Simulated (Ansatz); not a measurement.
# H₂ with BCl₃: structure and interaction energy

Aim: relax the pair, then compute its interaction energy with counterpoise at many levels, up to CCSD(T).

Program: Ansatz 0.2.0, Gaussian basis. Level of theory: PBE0-D4 structure, single points in def2-TZVPPD. These are calculated values, not measurements.

Levels: PBE-D4, revPBE-D4, BLYP-D4, r2SCAN-D4, B97M-V, PBE0-D4, B3LYP-D4, HSE06-D4, wB97X-V, wB97M-V, B2PLYP, Hartree-Fock, MP2, CCSD, CCSD(T). The reference is CCSD(T) extrapolated to the basis limit.

Cores are frozen in the correlated methods. B3LYP uses VWN-RPA correlation. B2PLYP carries no dispersion term here.

177 further runs of the same task are left out: 1 that didn't finish, 176 set aside as unsound or not needed. Runs told in other sessions of the task aren't counted.

## Step 1: Where the work starts

The pair, from a GFN2-xTB docking trial: 6 atoms, charge 0, spin multiplicity 1.

Atoms are counted from 1 here; the program's logs count them from 0.

Bond lengths: H1–H2 0.778 Å, Cl3–B4 1.721 Å, B4–Cl5 1.723 Å, B4–Cl6 1.726 Å. Angles: Cl3–B4–Cl5 120.0°, Cl3–B4–Cl6 119.9°, Cl5–B4–Cl6 120.0°.

As a file:

```xyz
6
BCl3H2
H     0.10820    0.10730   -2.36160
H    -0.43200   -0.34360   -2.03040
Cl    1.66740    0.65370    0.79150
B     0.08120    0.06000    1.09710
Cl   -1.26890    1.12820    1.02070
Cl   -0.15580   -1.60560    1.48270
```

Atoms 1 to 2 are fragment A (H₂), the rest fragment B (BCl₃).

## Step 2: A first relaxation in a small basis

Contents of pre/in.yaml:

```yaml
crystal:
  periodic: [false, false, false]
  atoms:
    - {symbol: H, position_ang: [0.108200, 0.107300, -2.361600]}
    - {symbol: H, position_ang: [-0.432000, -0.343600, -2.030400]}
    - {symbol: Cl, position_ang: [1.667400, 0.653700, 0.791500]}
    - {symbol: B, position_ang: [0.081200, 0.060000, 1.097100]}
    - {symbol: Cl, position_ang: [-1.268900, 1.128200, 1.020700]}
    - {symbol: Cl, position_ang: [-0.155800, -1.605600, 1.482700]}
basis:
  gaussian: {orbitals: def2-SVP}
hamiltonian: {xc: pbe, dispersion: d4}
relax: {f_tol: 0.03, max_steps: 250}
```

Command:

```console
$ ansatz run in.yaml --threads 4 --pin off --events-out ev --progress --plain --max-ram 9574MiB
```

After this run come: Relaxation at PBE0-D4; PBE-D4/def2-TZVPPD; r2SCAN-D4/def2-TZVPPD; PBE0-D4/def2-TZVPPD; B3LYP-D4/def2-TZVPPD; wB97X-V/def2-TZVPPD; wB97M-V/def2-TZVPPD; B2PLYP/def2-TZVPPD; BLYP-D4/def2-TZVPPD; revPBE-D4/def2-TZVPPD; B97M-V/def2-TZVPPD; HSE06-D4/def2-TZVPPD; CCSD(T)/def2-TZVPPD; MP2/def2-QZVPPD; Hartree-Fock/STO-3G; PBE-D4/STO-3G; B3LYP-D4/6-31G; SPW92/def2-SVP; PBE-D4/def2-SVP; PBE0-D4/def2-SVP; wB97M-V/def2-SVP; CCSD(T)/def2-SVP; Vibrations of the pair.

What does the calculation give? Wanted: interaction energy, CCSD(T)/CBS; of it Hartree-Fock; D4 term of PBE0-D4; shortest contact; lowest wavenumber.

The runs gave:

| quantity | value |
| --- | --- |
| interaction energy, CCSD(T)/CBS | -0.66 kcal/mol |
| of it Hartree-Fock (basis limit) | +0.28 kcal/mol |
| D4 term of PBE0-D4 | -0.51 kcal/mol |
| shortest contact | H1–B4 3.24 Å |
| lowest wavenumber | 12i cm⁻¹ |

The pair is bound by 0.66 kcal/mol at fixed fragment shapes. Hartree-Fock doesn't bind it at this geometry, so correlation, mostly dispersion, holds it together. The functionals run from wB97M-V, off by -0.01 kcal/mol, to B2PLYP, off by +0.61 kcal/mol, against CCSD(T)/CBS. By rung, the mean size of the error is: GGA 0.18, meta-GGA 0.10, hybrid 0.11, screened hybrid 0.06, range-separated hybrid 0.04, double hybrid 0.61 kcal/mol. The double hybrids carry no dispersion term here, unlike the levels marked D4 or V. PBE-D4 gives an interaction energy 0.12 kcal/mol too low, an error of 18 % of the reference. CCSD(T) moves by -0.16 kcal/mol from triple zeta to the limit; gaps between functionals far smaller than that don't rank them. A lower arrangement may exist.
